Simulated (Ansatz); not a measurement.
**FH4OPSi: one species, many methods**

One table from this session's results is given with a row withheld; the runs are named, their logs left out.

Computed with Ansatz 0.2.0, Gaussian basis. Level: functionals in def2-TZVPP, the program's frozen cores in correlated methods.

Levels to be run: LDA (SPW92), PBE-D4, revPBE-D4, BLYP-D4, r2SCAN-D4, B97M-V, PBE0-D4, B3LYP-D4, r2SCANh-D4, r2SCAN0-D4, HSE06-D4, BHLYP-D4, CAM-B3LYP-D4, LC-ωPBE, ωB97X-V, ωB97M-V, B2PLYP, PBE-QIDH; CCSD(T)/def2-SVP; CCSD(T)/def2-TZVPP; MP2/def2-QZVPP; extrapolation to the limit; RPA on PBE.

### The geometry

All runs share one geometry, relaxed beforehand with PBE0-D4 in a triple-zeta def2 set.

SMILES `F[SiH2]OP`, 8 atoms, charge 0, spin multiplicity 1.

Atoms are counted from 1 here; the program's logs count them from 0.

Bond lengths: F1–Si2 1.593 Å, Si2–O3 1.631 Å, Si2–H5 1.479 Å, Si2–H6 1.474 Å, O3–P4 1.653 Å, P4–H7 1.423 Å, P4–H8 1.424 Å. Angles: F1–Si2–O3 109.7°, F1–Si2–H5 107.2°, F1–Si2–H6 108.0°, O3–Si2–H5 110.7°, O3–Si2–H6 107.1°, H5–Si2–H6 114.1°, Si2–O3–P4 129.5°, O3–P4–H7 97.5°, O3–P4–H8 98.5°, H7–P4–H8 92.0°.

The first run:

in.yaml

```yaml
crystal:
  periodic: [false, false, false]
  atoms:
    - {symbol: F, position_ang: [-1.393408, 1.404659, -1.085982]}
    - {symbol: Si, position_ang: [-0.399604, 1.208781, 0.143789]}
    - {symbol: O, position_ang: [-0.111171, -0.380413, 0.368611]}
    - {symbol: P, position_ang: [0.944425, -1.379098, -0.418851]}
    - {symbol: H, position_ang: [0.851261, 1.925507, -0.187731]}
    - {symbol: H, position_ang: [-1.074029, 1.702990, 1.358060]}
    - {symbol: H, position_ang: [1.269939, -2.214816, 0.686144]}
    - {symbol: H, position_ang: [0.004787, -2.324811, -0.919841]}
basis:
  gaussian: {orbitals: def2-TZVPP}
hamiltonian: {xc: lda}
output: {orbitals: {seedname: orbitals}}
```

Started as:

```
$ ansatz run in.yaml --threads 2 --pin off --events-out ev --progress --plain --max-ram 4352MiB
```

Steps of the session up to this table: LDA; PBE-D4 (GGA); revPBE-D4 (GGA); BLYP-D4 (GGA); r2SCAN-D4 (meta-GGA); B97M-V (meta-GGA); B3LYP-D4 (hybrid); r2SCANh-D4 (hybrid); r2SCAN0-D4 (hybrid); HSE06-D4 (hybrid); BHLYP-D4 (hybrid); CAM-B3LYP-D4 (range-separated); LC-ωPBE (range-separated); ωB97X-V (range-separated); ωB97M-V (range-separated); B2PLYP (double hybrid); PBE-QIDH (double hybrid).

One of the session's tables, all rows but one given; the rest of the session is left out.

It belongs to the step «Orbital energies across the functionals». 

```
  functional  HOMO (eV)  gap (eV)
 LDA (SPW92)      -6.34      4.61
      PBE-D4      -6.24      4.76
   revPBE-D4      -6.20      4.83
     BLYP-D4      -6.13      4.80
   r2SCAN-D4      -6.49      5.32
      B97M-V      -6.63      5.38
     PBE0-D4      -7.47      6.95
    B3LYP-D4      -7.28      6.54
  r2SCANh-D4      -6.95      6.11
  r2SCAN0-D4      -7.64      7.29
    HSE06-D4      -7.07      6.17
    BHLYP-D4      -8.62      9.10
CAM-B3LYP-D4      -8.84      9.41
     LC-ωPBE     -10.18     11.98
     ωB97X-V      -9.84     11.48
     ωB97M-V          ?         ?
```

**Question.** Estimate the row for ωB97M-V.

**Answer.** HOMO (eV): -9.71; gap (eV): 11.10. In the column «HOMO (eV)» it lies between ωB97X-V (-9.84) and CAM-B3LYP-D4 (-8.84).
